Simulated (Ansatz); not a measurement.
I need a rigid scan of one bond length of AlBFHSe, SMILES F[B]1[AlH][Se]1. Use Ansatz 0.2.0, Python API. Level of theory (for the species named): B3LYP, def2-SVP basis, multiplicity 1.

```csv
atom,x (Å),y (Å),z (Å)
F,-1.3407,-0.7973,1.7578
B,-0.4181,-0.7361,0.6796
Al,0.7372,0.6327,-0.5745
Se,0.1988,-1.3847,-1.1881
H,0.8726,2.2119,-0.7162
```

The script, `scan_albfhse.py`:
```python
'''Stretching a bond of AlBFHSe, the rest held rigid.'''

import ansatz as az
import numpy as np

geometry_ang = [
    ('F', [-1.3407, -0.7973, 1.7578]),
    ('B', [-0.4181, -0.7361, 0.6796]),
    ('Al', [0.7372, 0.6327, -0.5745]),
    ('Se', [0.1988, -1.3847, -1.1881]),
    ('H', [0.8726, 2.2119, -0.7162]),
]
system = az.Crystal.molecule()
for symbol, xyz in geometry_ang:
    system = system.atom(symbol, xyz)

symbols = [site.symbol for site in system.cartesian_sites]
start = np.array([site.position_ang for site in system.cartesian_sites])
axis = (start[0] - start[1]) / np.linalg.norm(start[0] - start[1])
moving = [0]
lengths, energies = [1.25, 1.307, 1.364, 1.42, 1.477, 1.534, 1.591, 1.676], []
for length in lengths:
    xyz = start.copy()
    xyz[moving] += (length - np.linalg.norm(start[0] - start[1])) * axis
    point = az.Crystal.molecule()
    for symbol, place in zip(symbols, xyz):
        point = point.atom(symbol, place.tolist())
    job = point.calculation().basis(gaussian='def2-SVP').functional('b3lyp')
    r = job.run().report
    energies.append(r['free_energy_ev'])
    print(f'r = {length:6.3f} A  E = {energies[-1]:.5f} eV  <S^2> = {abs(r["mean_field"]["state"]["spin_squared"]):.3f}')

# quartic fit about the minimum
fit = np.polynomial.Polynomial.fit(lengths, np.array(energies) - min(energies), 4).convert()
roots = [r.real for r in fit.deriv().roots() if abs(r.imag) < 1e-9 and fit.deriv(2)(r.real) > 0]
r_e = min(roots, key=lambda r: abs(r - lengths[int(np.argmin(energies))]))
print(f'minimum of the fit at {r_e:.4f} A, force constant {fit.deriv(2)(r_e):.2f} eV/A^2')
```

Output of `python scan_albfhse.py`:
```text
r =  1.250 A  E = -75345.17421 eV  <S^2> = 0.000
r =  1.307 A  E = -75345.26242 eV  <S^2> = 0.000
r =  1.364 A  E = -75345.20279 eV  <S^2> = 0.000
r =  1.420 A  E = -75345.04406 eV  <S^2> = 0.000
r =  1.477 A  E = -75344.81284 eV  <S^2> = 0.000
r =  1.534 A  E = -75344.53518 eV  <S^2> = 0.000
r =  1.591 A  E = -75344.22871 eV  <S^2> = 0.000
r =  1.676 A  E = -75343.74534 eV  <S^2> = 0.000
minimum of the fit at 1.3098 A, force constant 43.80 eV/A^2
```

Reading the output:
- Total energies depend on the basis set; only differences at equal settings carry meaning.
- The rest of the molecule is held rigid at a force-field or estimated start geometry, and the basis set is modest; single-reference methods fail as a bond breaks.
- b3lyp holds the VWN-RPA fit, as in Gaussian; the form of ORCA and Turbomole is b3lyp5.
- The orbitals are restricted, so S² is zero by construction.
- Toward dissociation an unrestricted state can lie under the restricted one, by tenths of an eV for polar bonds under a functional and by 1 to 2 eV or more for others.
- Finished in 15 s on 1 thread of Intel(R) Xeon(R) Processor @ 2.30GHz, with other jobs on the host, peak memory 0.27 GiB.
